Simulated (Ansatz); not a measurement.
**C2H6Ge: small, medium and large basis sets**

Aim: see how fast density functionals converge with the basis set for C2H6Ge.

Computed with Ansatz 0.2.0, Gaussian basis. Level: one geometry, several basis sets.

The runs, in order: PBE0-D4/def2-SVP; ωB97M-V/def2-SVP; PBE0-D4/def2-QZVPP; ωB97M-V/def2-QZVPP; the functionals' def2-TZVPP values are taken from earlier runs.

## (1) The relaxed structure

All runs share one geometry, relaxed beforehand with PBE0-D4 in a triple-zeta def2 set.

SMILES `[CH2]1[CH2][GeH2]1`, 9 atoms, charge 0, spin multiplicity 1.

Atoms are counted from 1 here; the program's logs count them from 0.

Bond lengths: C1–C2 1.524 Å, C1–Ge3 1.943 Å, C1–H4 1.084 Å, C1–H5 1.084 Å, C2–Ge3 1.943 Å, C2–H6 1.084 Å, C2–H7 1.084 Å, Ge3–H8 1.522 Å, Ge3–H9 1.522 Å. Angles: C2–C1–Ge3 66.9°, C2–C1–H4 117.0°, C2–C1–H5 117.0°, Ge3–C1–H4 117.7°, Ge3–C1–H5 117.7°, H4–C1–H5 113.1°, C1–C2–Ge3 66.9°, C1–C2–H6 117.0°, C1–C2–H7 117.0°, Ge3–C2–H6 117.7°, Ge3–C2–H7 117.7°, H6–C2–H7 113.1°, C1–Ge3–C2 46.2°, C1–Ge3–H8 118.5°, C1–Ge3–H9 118.5°, C2–Ge3–H8 118.5°, C2–Ge3–H9 118.5°, H8–Ge3–H9 117.6°.

## (2) PBE0-D4 in def2-SVP

Input file in.yaml:

```yaml
crystal:
  periodic: [false, false, false]
  atoms:
    - {symbol: C, position_ang: [-0.213768, -0.425190, -0.861862]}
    - {symbol: C, position_ang: [0.970467, 0.172114, -0.110298]}
    - {symbol: Ge, position_ang: [-0.683029, 0.223123, 0.908427]}
    - {symbol: H, position_ang: [-0.584341, 0.129114, -1.716997]}
    - {symbol: H, position_ang: [-0.205714, -1.497814, -1.020718]}
    - {symbol: H, position_ang: [1.743374, -0.514759, 0.216255]}
    - {symbol: H, position_ang: [1.364730, 1.112136, -0.480085]}
    - {symbol: H, position_ang: [-1.424077, 1.548135, 1.023125]}
    - {symbol: H, position_ang: [-0.879241, -0.793060, 2.025051]}
basis:
  gaussian: {orbitals: def2-SVP}
hamiltonian: {xc: pbe0, dispersion: d4}
output: {orbitals: {seedname: orbitals}}
```

Started as:

```
$ ansatz run in.yaml --threads 2 --pin off --events-out ev --progress --plain --max-ram 4352MiB
```

The runs that follow: ωB97M-V in def2-SVP; PBE0-D4 in def2-QZVPP; ωB97M-V in def2-QZVPP.

Before running them: what should the planned runs give, taken together? Wanted: PBE0-D4: double and triple zeta above quadruple; ωB97M-V: double and triple zeta above quadruple.

**Answer**, as computed:

| quantity | value |
| --- | --- |
| PBE0-D4: double and triple zeta above quadruple | 10.86, 1.35 eV |
| ωB97M-V: double and triple zeta above quadruple | 10.96, 1.32 eV |

**Reading.** For PBE0-D4 the step from double to triple zeta gains 9.51 eV and the next only 1.35 eV. Total energies overstate the basis error of differences, where much of it tends to cancel. The LUMO of ωB97M-V is positive and keeps falling with the basis (2.65 to 1.68 eV): an unbound level that the basis holds in place.
